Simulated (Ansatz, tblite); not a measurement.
# The cluster Sn4Cl4: one state, many levels

How do method and basis change the picture of the cluster Sn4Cl4 (singlet)?

Method: as each input shows; program: Ansatz 0.2.0, Gaussian basis.

Levels to be run: GFN1-xTB, GFN2-xTB, PBE-D4/def2-TZVP, r2SCAN-D4/def2-TZVP, BLYP-D4/def2-TZVP, B2PLYP/def2-TZVP, PBE-D4/def2-SVP, PBE0-D4/def2-SVP, MP2/def2-SVP, RPA/def2-SVP.

7 further runs of the same task are left out: 5 that didn't finish, 2 set aside as unsound or not needed.

## Step 1: The geometry

The singlet was relaxed beforehand with PBE0-D4/def2-SVP. At that level it is the lowest of the isomers that a small search found.

8 atoms, charge 0, spin multiplicity 1.

Bond lengths: Sn1–Sn2 3.153 Å, Sn1–Sn4 3.013 Å, Sn1–Cl6 2.701 Å, Sn2–Cl5 2.752 Å, Sn2–Cl8 2.618 Å, Sn3–Cl5 2.546 Å, Sn3–Cl6 2.583 Å, Sn4–Cl7 2.522 Å, Sn4–Cl8 2.635 Å. Angles: Sn2–Sn1–Sn4 65.4°, Sn2–Sn1–Cl6 91.7°, Sn4–Sn1–Cl6 82.4°, Sn1–Sn2–Cl5 93.3°, Sn1–Sn2–Cl8 95.7°, Cl5–Sn2–Cl8 85.9°, Cl5–Sn3–Cl6 96.5°, Sn1–Sn4–Cl7 90.2°, Sn1–Sn4–Cl8 98.8°, Cl7–Sn4–Cl8 86.2°, Sn2–Cl5–Sn3 87.8°, Sn1–Cl6–Sn3 68.9°, Sn2–Cl8–Sn4 78.8°.

Sn takes a core potential in the def2 sets. No spin-orbit coupling is included.

PBE0-D4/def2-TZVP was run before; its log isn't repeated, and its numbers join the tables.

## Step 2: GFN1-xTB

Tight binding, by tblite at 300 K electronic temperature and without a spin-polarisation term:

```python
tblite.interface.Calculator('GFN1-xTB', numbers, positions, charge=0, uhf=0).singlepoint()
```

Energy -742.8162 eV, HOMO -9.81 eV, LUMO -7.99 eV; 0.03 s.

## Step 3: GFN2-xTB

Tight binding, by tblite at 300 K electronic temperature and without a spin-polarisation term:

```python
tblite.interface.Calculator('GFN2-xTB', numbers, positions, charge=0, uhf=0).singlepoint()
```

Energy -734.8746 eV, HOMO -9.74 eV, LUMO -7.89 eV; 0.051 s.

## Step 4: PBE-D4/def2-TZVP

start.molden holds the orbitals of an earlier run on this state, given as this run's starting guess.

Input file in.yaml:

```yaml
crystal:
  periodic: [false, false, false]
  atoms:
    - {symbol: Sn, position_ang: [-1.931349, 0.718216, -0.086072]}
    - {symbol: Sn, position_ang: [0.514511, -0.824643, -1.341972]}
    - {symbol: Sn, position_ang: [-1.798773, -1.933505, 1.290092]}
    - {symbol: Sn, position_ang: [0.606974, 2.331551, -0.269808]}
    - {symbol: Cl, position_ang: [0.524476, -2.741348, 0.633197]}
    - {symbol: Cl, position_ang: [-1.035818, 0.259628, 2.420711]}
    - {symbol: Cl, position_ang: [0.773724, 1.805561, -2.730955]}
    - {symbol: Cl, position_ang: [2.346255, 0.384550, 0.084807]}
basis:
  gaussian: {orbitals: def2-TZVP, initial_orbitals: start.molden}
hamiltonian: {xc: pbe, dispersion: d4}
scf: {omitted_lower_state_checks: [starts]}
output: {forces: true, orbitals: {seedname: orbitals}}
```

Command:

```sh
$ ansatz run in.yaml --threads 4 --pin off --events-out ev --progress --plain --max-ram 4787MiB
```

After this run come: r2SCAN-D4/def2-TZVP; BLYP-D4/def2-TZVP; B2PLYP/def2-TZVP; PBE-D4/def2-SVP; PBE0-D4/def2-SVP; MP2/def2-SVP; RPA/def2-SVP.

Q: Predict the results of all the runs planned. Wanted: gap in def2-TZVP, named functionals, smallest and largest; correlation energy, MP2/def2-SVP; binding an atom, functionals in def2-TZVP; PBE0 total energy, smallest basis above largest.

**Answer**, as computed:

| quantity | value |
| --- | --- |
| gap in def2-TZVP, named functionals, smallest and largest | 1.74 eV (BLYP-D4), 3.10 eV (PBE0-D4) |
| correlation energy, MP2/def2-SVP | -24.82 eV |
| binding an atom, functionals in def2-TZVP | 2.64 (B2PLYP) to 2.91 eV (PBE-D4) |
| PBE0 total energy, smallest basis above largest | 17.71 eV (def2-SVP, def2-TZVP) |

In words: Orbital gaps of the named functionals in def2-TZVP span 1.74 eV (BLYP-D4) to 3.10 eV (PBE0-D4); exact exchange widens it.
